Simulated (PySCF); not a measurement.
**Si₃H₇Cl: a tour of settings**

Which settings matter for Si₃H₇Cl (`[SiH3][SiH2][SiH2]Cl`)?

Computed with PySCF 2.14.0, with density-fitted response routines of our own, on a single molecule in the gas phase. Atoms count from 0, in the outputs and in this text.

## Step 1: The starting structure

11 atoms, charge 0, multiplicity 1; geometry from: GFN2-xTB.

Bonds of the start (Å): Si0–Si1 2.32, Si1–Si2 2.32, Si2–Cl3 2.04, Si0–H4 1.47, Si0–H5 1.46, Si0–H6 1.47, Si1–H7 1.47, Si1–H8 1.47, Si2–H9 1.46, Si2–H10 1.46.

## Step 2: Shielding tensors: PBE0/pcSseg-1

The job: settings as JSON, then the geometry in Å.

```
{"job": {"kind": "nmr", "xc": "PBE0", "basis": "pcSseg-1"}, "charge": 0, "multiplicity": 1}
Si     1.988636    -0.147205     0.015382
Si    -0.063402     0.896310    -0.283313
Si    -1.939097    -0.361511     0.242430
Cl    -1.683965    -2.236317    -0.512889
H      3.082390     0.509368    -0.706087
H      1.958980    -1.538415    -0.438725
H      2.374741    -0.166520     1.429673
H     -0.185938     1.380287    -1.669955
H     -0.150512     2.132831     0.512076
H     -3.224933     0.088731    -0.293435
H     -2.151477    -0.554888     1.678879
```

Level: GIAO PBE0/pcSseg-1 NMR shielding, non-relativistic, gas phase.

The run is started by

```bash
$ OMP_NUM_THREADS=1 python probes_run.py task.json out
```

One launch serves the whole session: the jobs run in the order shown.

Log:

```text
coarse grid: 10840 points
cycle   1  E = -1332.3066574741  dE = -4.695e-02  |g| = 2.440e-01  |ddm| = 2.889e+00
cycle   2  E = -1332.3063190023  dE =  3.385e-04  |g| = 2.556e-01  |ddm| = 6.471e-01
cycle   3  E = -1332.3236181765  dE = -1.730e-02  |g| = 2.003e-02  |ddm| = 3.504e-01
cycle   4  E = -1332.3237039199  dE = -8.574e-05  |g| = 5.644e-03  |ddm| = 2.855e-02
cycle   5  E = -1332.3237125183  dE = -8.598e-06  |g| = 1.708e-03  |ddm| = 9.950e-03
final grid: 85128 points
cycle   6  E = -1332.3435573442  dE = -1.312e-05  |g| = 3.357e-03  |ddm| = 1.214e-02
cycle   7  E = -1332.3435574598  dE = -1.156e-07  |g| = 2.548e-03  |ddm| = 6.072e-03
cycle   8  E = -1332.3435590185  dE = -1.559e-06  |g| = 4.088e-04  |ddm| = 3.625e-03
cycle   9  E = -1332.3435590670  dE = -4.841e-08  |g| = 6.434e-05  |ddm| = 5.663e-04
cycle  10  E = -1332.3435590680  dE = -1.056e-09  |g| = 9.443e-06  |ddm| = 9.153e-05
cycle  11  E = -1332.3435590680  dE = -2.774e-11  |g| = 3.051e-06  |ddm| = 1.833e-05
converged SCF energy = -1332.3435590680

GIAO shielding tensors (ppm)
atom      isotropic    diamagn.    paramagn.     s11        s22        s33       span
  0 Si     468.457     879.808    -411.351    456.768    468.732    479.872     23.104
  1 Si     475.072     881.056    -405.984    455.625    480.489    489.103     33.478
  2 Si     377.186     877.721    -500.536    319.760    362.954    448.843    129.082
  3 Cl    1053.988    1148.725     -94.738    972.784   1089.083   1100.096    127.312
  4 H       28.099      28.556      -0.457     24.511     25.511     34.274      9.763
  5 H       28.023      29.048      -1.025     23.858     27.361     32.851      8.993
  6 H       28.159      28.895      -0.735     24.764     25.719     33.995      9.232
  7 H       28.168      29.389      -1.221     24.518     25.910     34.077      9.559
  8 H       28.421      29.378      -0.957     24.700     25.852     34.710     10.010
  9 H       26.187      27.611      -1.424     21.864     24.812     31.884     10.020
 10 H       26.343      28.220      -1.878     22.261     24.979     31.788      9.526
```

Wall time 19 s (1 thread of Arm Neoverse N1, shared host); peak memory 0.64 GiB.

Shifts follow as δ = σ(reference) − σ, with reference shieldings (ppm) from runs at the same level and on the same kind of geometry: 1H TMS 31.72, 29Si TMS 349.2, 35Cl HCl 950. The references are single molecules in the gas phase. Atoms listed in one row are averaged.

```csv
atoms,environment,σ (ppm),δ (ppm)
"H9, H10","hydrogen on a silicon bonded to Cl, Si",26.26,5.45
"H4, H5, H6",hydrogen on a silicon bonded to Si,28.09,3.62
"H7, H8",hydrogen on a silicon bonded to 2 Si,28.29,3.42
Si2,"silicon bonded to Cl, Si, 2 H",377.2,-28.0
Si0,"silicon bonded to Si, 3 H",468.5,-119.3
Si1,"silicon bonded to 2 Si, 2 H",475.1,-125.9
Cl3,chlorine bonded to Si,1054,-104
```

Charges from the same density, by scheme (e):

```csv
atoms,Mulliken,IAO,Hirshfeld,ESP fit
Si0,0.22,0.31,0.22,0.21
Si1,-0.07,0.12,0.15,0.12
Si2,0.44,0.53,0.26,0.28
Cl3,-0.33,-0.33,-0.13,-0.21
```

Mayer bond orders: Si0–Si1 0.90, Si1–Si2 0.88, Si2–Cl3 0.93.

## Step 3: Excited states and response: PBE0/def2-SVPD

Same as in step 2 but for these lines:

```diff
@@ -1,2 +1,2 @@
-{"job": {"kind": "nmr", "xc": "PBE0", "basis": "pcSseg-1"}, "charge": 0, "multiplicity": 1}
+{"job": {"kind": "uv", "xc": "PBE0", "basis": "def2-SVPD", "nstates": 6, "ntriplets": 2}, "charge": 0, "multiplicity": 1}
 Si     1.988636    -0.147205     0.015382
```

Method: TDDFT PBE0/def2-SVPD, vertical, gas phase, core orbitals frozen in the response.

Log:

```text
coarse grid: 10840 points
cycle   1  E = -1331.8212056742  dE = -6.614e-02  |g| = 2.179e-01  |ddm| = 3.662e+00
cycle   2  E = -1331.8208503666  dE =  3.553e-04  |g| = 2.203e-01  |ddm| = 6.924e-01
cycle   3  E = -1331.8359360521  dE = -1.509e-02  |g| = 2.254e-02  |ddm| = 3.773e-01
cycle   4  E = -1331.8361005310  dE = -1.645e-04  |g| = 6.677e-03  |ddm| = 5.202e-02
cycle   5  E = -1331.8361164378  dE = -1.591e-05  |g| = 1.230e-03  |ddm| = 1.426e-02
cycle   6  E = -1331.8361170111  dE = -5.734e-07  |g| = 2.970e-04  |ddm| = 3.253e-03
final grid: 85128 points
cycle   7  E = -1331.9874051645  dE = -6.811e-06  |g| = 1.094e-03  |ddm| = 3.498e-02
cycle   8  E = -1331.9874052484  dE = -8.393e-08  |g| = 1.010e-03  |ddm| = 4.804e-03
cycle   9  E = -1331.9874055419  dE = -2.935e-07  |g| = 8.307e-05  |ddm| = 1.765e-03
cycle  10  E = -1331.9874055442  dE = -2.287e-09  |g| = 3.738e-05  |ddm| = 2.232e-04
cycle  11  E = -1331.9874055447  dE = -5.091e-10  |g| = 7.911e-06  |ddm| = 7.880e-05
converged SCF energy = -1331.9874055447

Static polarisability (au): isotropic 101.269, principal 84.290 99.769 119.748

Singlet excitations
state   eV       nm        f      main configurations
  1   6.2433    198.6   0.04034   H->L 0.86
  2   6.5796    188.4   0.02381   H->L+1 0.87
  3   6.7553    183.5   0.01032   H-1->L 0.71, H-2->L 0.16
  4   6.9453    178.5   0.01020   H->L+2 0.45, H-2->L 0.38
  5   7.1147    174.3   0.22261   H->L+2 0.40, H-2->L 0.29, H-1->L 0.11
  6   7.2108    171.9   0.01204   H-1->L+1 0.71, H-2->L+1 0.09

Triplet excitations (Tamm-Dancoff, eV): 5.5054 5.8933
```

Run time: 23 s. Hardware: 1 thread of Arm Neoverse N1, shared host; peak memory 0.68 GiB.

The orbitals next to the gap, with their largest atomic shares:

```csv
orbital,eV,atoms
HOMO−3,-9.65,"Si0 23 %, Si1 22 %, H6 15 %"
HOMO−2,-9.00,"Cl3 41 %, Si1 17 %, Si0 13 %"
HOMO−1,-8.83,"Cl3 28 %, Si1 17 %, Si0 15 %"
HOMO,-8.27,"Cl3 29 %, Si1 24 %, Si2 22 %"
LUMO,-0.85,"Si2 30 %, Si1 22 %, Si0 16 %"
LUMO+1,-0.47,"Si1 30 %, Si2 21 %, Si0 12 %"
LUMO+2,-0.16,"Si1 28 %, Si0 19 %, Si2 14 %"
```

With each of the 6 states as a Gaussian band of 0.4 eV half-width at 1/e, the curve within the window shown has maxima at 175 nm (ε 10,000) L/(mol cm). Beyond the last state computed it falls off for lack of states. The curve at chosen wavelengths:

(nm, ε (L/mol/cm)): (165, 3731), (167, 5525), (169, 7376), (171, 8946), (174, 10160), (176, 10049), (178, 9312), (180, 8178), (182, 6906), (184, 5707), (187, 4300), (189, 3659), (191, 3214), (193, 2904), (195, 2666), (197, 2453), (200, 2117), (202, 1868), (204, 1604), (206, 1338), (208, 1082), (210, 849), (213, 558), (215, 407), (217, 288), (219, 199)

Ground-state properties from the same run:

```csv
property,computed
dipole moment (D),1.45
polarisability (Å³),15.01
HOMO–LUMO gap (eV),7.42
−ε(HOMO) (eV),8.27
```

## Step 4: Shielding tensors: LDA/def2-SVPD

Same as in step 3 but for these lines:

```diff
@@ -1,2 +1,2 @@
-{"job": {"kind": "uv", "xc": "PBE0", "basis": "def2-SVPD", "nstates": 6, "ntriplets": 2}, "charge": 0, "multiplicity": 1}
+{"job": {"kind": "nmr", "xc": "LDA", "basis": "def2-SVPD", "pop": true}, "charge": 0, "multiplicity": 1}
 Si     1.988636    -0.147205     0.015382
```

Level: GIAO LDA/def2-SVPD NMR shielding, non-relativistic, gas phase.

Log:

```text
coarse grid: 10840 points
cycle   1  E = -1327.3247252083  dE = -3.169e-02  |g| = 2.297e-01  |ddm| = 3.751e+00
cycle   2  E = -1327.3184952314  dE =  6.230e-03  |g| = 2.759e-01  |ddm| = 8.146e-01
cycle   3  E = -1327.3397847083  dE = -2.129e-02  |g| = 6.292e-02  |ddm| = 4.907e-01
cycle   4  E = -1327.3411312875  dE = -1.347e-03  |g| = 1.580e-02  |ddm| = 1.253e-01
cycle   5  E = -1327.3412222625  dE = -9.098e-05  |g| = 2.694e-03  |ddm| = 3.080e-02
cycle   6  E = -1327.3412249661  dE = -2.704e-06  |g| = 6.166e-04  |ddm| = 6.428e-03
final grid: 85128 points
cycle   7  E = -1327.4856215558  dE = -4.507e-06  |g| = 1.279e-03  |ddm| = 4.993e-02
cycle   8  E = -1327.4856211370  dE =  4.188e-07  |g| = 1.599e-03  |ddm| = 4.873e-03
cycle   9  E = -1327.4856219867  dE = -8.497e-07  |g| = 3.016e-04  |ddm| = 2.977e-03
cycle  10  E = -1327.4856220181  dE = -3.140e-08  |g| = 6.217e-05  |ddm| = 5.772e-04
cycle  11  E = -1327.4856220196  dE = -1.466e-09  |g| = 1.540e-05  |ddm| = 1.433e-04
cycle  12  E = -1327.4856220197  dE = -1.028e-10  |g| = 2.023e-06  |ddm| = 3.319e-05
converged SCF energy = -1327.4856220197

GIAO shielding tensors (ppm)
atom      isotropic    diamagn.    paramagn.     s11        s22        s33       span
  0 Si     492.847     879.898    -387.051    479.040    495.995    503.506     24.467
  1 Si     501.987     880.328    -378.341    483.581    505.580    516.799     33.218
  2 Si     396.508     879.635    -483.127    343.810    382.101    463.614    119.805
  3 Cl    1048.752    1145.993     -97.241    961.883   1088.430   1095.943    134.059
  4 H       27.492      28.603      -1.111     23.995     24.934     33.547      9.552
  5 H       27.387      29.849      -2.462     23.344     26.715     32.103      8.759
  6 H       27.569      29.386      -1.818     24.220     25.087     33.398      9.177
  7 H       27.363      28.851      -1.488     23.644     25.345     33.101      9.457
  8 H       27.552      28.809      -1.258     23.984     25.014     33.657      9.673
  9 H       25.161      26.445      -1.284     20.897     23.977     30.610      9.713
 10 H       25.344      27.481      -2.137     21.295     24.146     30.591      9.295
```

Wall time 21 s (1 thread of Arm Neoverse N1, shared host); peak memory 0.6 GiB.

Key values: σ Si2 396.5, Si0 492.8, Si1 502.0, Cl3 1049, H9 25.25, H7 27.46 ppm (means over like atoms).

## Step 5: TDDFT and polarisability: B97-D/STO-3G

Same as in step 4 but for these lines:

```diff
@@ -1,2 +1,2 @@
-{"job": {"kind": "nmr", "xc": "LDA", "basis": "def2-SVPD", "pop": true}, "charge": 0, "multiplicity": 1}
+{"job": {"kind": "uv", "xc": "B97-D", "basis": "STO-3G", "nstates": 1, "ntriplets": 5, "tda": false, "scf": {"damp": 0.9, "max_cycle": 59}}, "charge": 0, "multiplicity": 1}
 Si     1.988636    -0.147205     0.015382
```

With the program's defaults for keys left out, this is: TDDFT B97-D/STO-3G, vertical, gas phase, core orbitals frozen in the response.

Log:

```text
damping 0.90 in the first 6 cycles
final grid: 85128 points
cycle   1  E = -1317.9007265078  dE = -7.695e-01  |g| = 2.767e-01  |ddm| = 3.478e+00
cycle   2  E = -1317.9120981749  dE = -1.137e-02  |g| = 2.310e-01  |ddm| = 1.040e-01
cycle   3  E = -1317.9201981821  dE = -8.100e-03  |g| = 1.924e-01  |ddm| = 8.895e-02
cycle   4  E = -1317.9259182840  dE = -5.720e-03  |g| = 1.597e-01  |ddm| = 7.567e-02
cycle   5  E = -1317.9299248036  dE = -4.007e-03  |g| = 1.323e-01  |ddm| = 6.407e-02
cycle   6  E = -1317.9308276604  dE = -9.029e-04  |g| = 1.302e-01  |ddm| = 5.990e-01
cycle   7  E = -1317.9317422790  dE = -9.146e-04  |g| = 1.224e-01  |ddm| = 5.458e-01
cycle   8  E = -1317.9387677635  dE = -7.025e-03  |g| = 6.282e-03  |ddm| = 2.619e-01
cycle   9  E = -1317.9387886381  dE = -2.087e-05  |g| = 9.252e-04  |ddm| = 1.714e-02
cycle  10  E = -1317.9387889952  dE = -3.571e-07  |g| = 2.459e-04  |ddm| = 2.088e-03
cycle  11  E = -1317.9387890242  dE = -2.897e-08  |g| = 3.471e-05  |ddm| = 5.990e-04
cycle  12  E = -1317.9387890249  dE = -6.462e-10  |g| = 7.301e-06  |ddm| = 9.654e-05
converged SCF energy = -1317.9387890249

Static polarisability (au): isotropic 41.968, principal 31.000 42.927 51.976

Singlet excitations
state   eV       nm        f      main configurations
  1   8.3859    147.8   0.05316   H->L 0.50, H-1->L 0.43

Triplet excitations (Tamm-Dancoff, eV): 7.7895 8.1358 8.2820 8.4294 8.5626
```

It took 6.9 s on 1 thread of Arm Neoverse N1, shared host; peak memory 0.46 GiB.

A normal end doesn't make this result sound: the basis STO-3G is minimal. Its HOMO lies at -4.73 eV, against -8.27 eV in step 3 (PBE0/def2-SVPD), a different level, so the two don't compare directly.

## Step 6: Nuclear shieldings: KT2/def2-TZVP

Same as in step 5 but for these lines:

```diff
@@ -1,2 +1,2 @@
-{"job": {"kind": "uv", "xc": "B97-D", "basis": "STO-3G", "nstates": 1, "ntriplets": 5, "tda": false, "scf": {"damp": 0.9, "max_cycle": 59}}, "charge": 0, "multiplicity": 1}
+{"job": {"kind": "nmr", "xc": "KT2", "basis": "def2-TZVP", "pop": false, "scf": {"conv": 1e-08}}, "charge": 0, "multiplicity": 1}
 Si     1.988636    -0.147205     0.015382
```

With the program's defaults for keys left out, this is: GIAO KT2/def2-TZVP NMR shielding, non-relativistic, gas phase.

Log:

```text
final grid: 85128 points
cycle   1  E = -1343.9821797449  dE = -2.677e-02  |g| = 3.054e-01  |ddm| = 2.379e+00
cycle   2  E = -1343.9752181489  dE =  6.962e-03  |g| = 3.505e-01  |ddm| = 6.424e-01
cycle   3  E = -1344.0034272981  dE = -2.821e-02  |g| = 7.791e-02  |ddm| = 3.880e-01
cycle   4  E = -1344.0052853672  dE = -1.858e-03  |g| = 1.864e-02  |ddm| = 8.606e-02
cycle   5  E = -1344.0053926998  dE = -1.073e-04  |g| = 4.378e-03  |ddm| = 1.852e-02
cycle   6  E = -1344.0053985103  dE = -5.811e-06  |g| = 9.727e-04  |ddm| = 5.236e-03
cycle   7  E = -1344.0053988165  dE = -3.062e-07  |g| = 3.047e-04  |ddm| = 1.224e-03
cycle   8  E = -1344.0053988548  dE = -3.830e-08  |g| = 5.190e-05  |ddm| = 3.243e-04
cycle   9  E = -1344.0053988557  dE = -8.613e-10  |g| = 1.282e-05  |ddm| = 5.357e-05
converged SCF energy = -1344.0053988557

GIAO shielding tensors (ppm)
atom      isotropic    diamagn.    paramagn.     s11        s22        s33       span
  0 Si     462.981     883.038    -420.057    451.004    463.594    474.346     23.343
  1 Si     468.764     882.937    -414.173    450.221    474.973    481.099     30.878
  2 Si     372.085     880.391    -508.306    315.867    357.263    443.124    127.257
  3 Cl    1019.801    1150.643    -130.842    940.466   1056.033   1062.903    122.437
  4 H       28.001      28.990      -0.989     24.764     25.535     33.705      8.941
  5 H       27.947      29.837      -1.890     24.148     27.360     32.334      8.186
  6 H       28.090      29.496      -1.406     24.993     25.743     33.535      8.542
  7 H       27.963      29.494      -1.532     24.545     25.957     33.386      8.842
  8 H       28.102      29.430      -1.328     24.739     25.620     33.948      9.209
  9 H       25.873      27.938      -2.065     21.839     24.531     31.248      9.409
 10 H       26.051      28.675      -2.624     22.250     24.706     31.198      8.948
```

It took 33 s on 1 thread of Arm Neoverse N1, shared host; peak memory 0.78 GiB.

This run: σ Si2 372.1, Si0 463.0, Si1 468.8, Cl3 1020, H9 25.96, H4 28.01 ppm (means over like atoms).

## Step 7: Side by side: NMR shifts

Shifts (ppm), means over like atoms, with basis size and wall time:

```csv
run,H9,H4,H7,Si2,Si0,Si1,functions,time
PBE0/pcSseg-1,5.45,3.62,3.42,-28.0,-119.3,-125.9,131,19 s
LDA/def2-SVPD,6.13,3.90,3.93,-37.9,-134.2,-143.4,155,21 s
KT2/def2-TZVP,5.98,3.93,3.91,-34.3,-125.2,-131.0,190,33 s
```

## Step 8: Results

```
                                                              quantity                                            value
1H shifts against TMS (PBE0/pcSseg-1, means over atoms taken as alike)                             5.45, 3.62, 3.42 ppm
                               29Si shifts against TMS (PBE0/pcSseg-1)                        -28.0, -119.3, -125.9 ppm
                               35Cl shifts against HCl (PBE0/pcSseg-1)                                         -104 ppm
                                       lowest singlet (PBE0/def2-SVPD)                      6.24 eV (199 nm), f = 0.040
                              brightest single state of those computed                      state 5, 7.11 eV, f = 0.223
                                                        lowest triplet                                          5.51 eV
                                             range of the shift of Si1                             -143.4 to -125.9 ppm
                                         property runs in this session  5, of which 0 failed and 1 gave unsound results
```

**Reading.** Single values in the summary come from the first run of each kind that ended normally (PBE0/pcSseg-1; PBE0/def2-SVPD), which need not be the best level. The first singlet state (HOMO→LUMO 0.86) lies at 6.24 eV and is weak; of the 6 states computed, the strongest absorption comes from state 5 at 7.11 eV. The lowest triplet lies 0.74 eV below the lowest singlet (triplets in Tamm-Dancoff, singlets in full TDDFT). Among the atoms with a shift in every run: In ppm, Si1 moves most: its shift spreads over 17.4 ppm, from -143.4 (LDA/def2-SVPD) to -125.9 (PBE0/pcSseg-1).
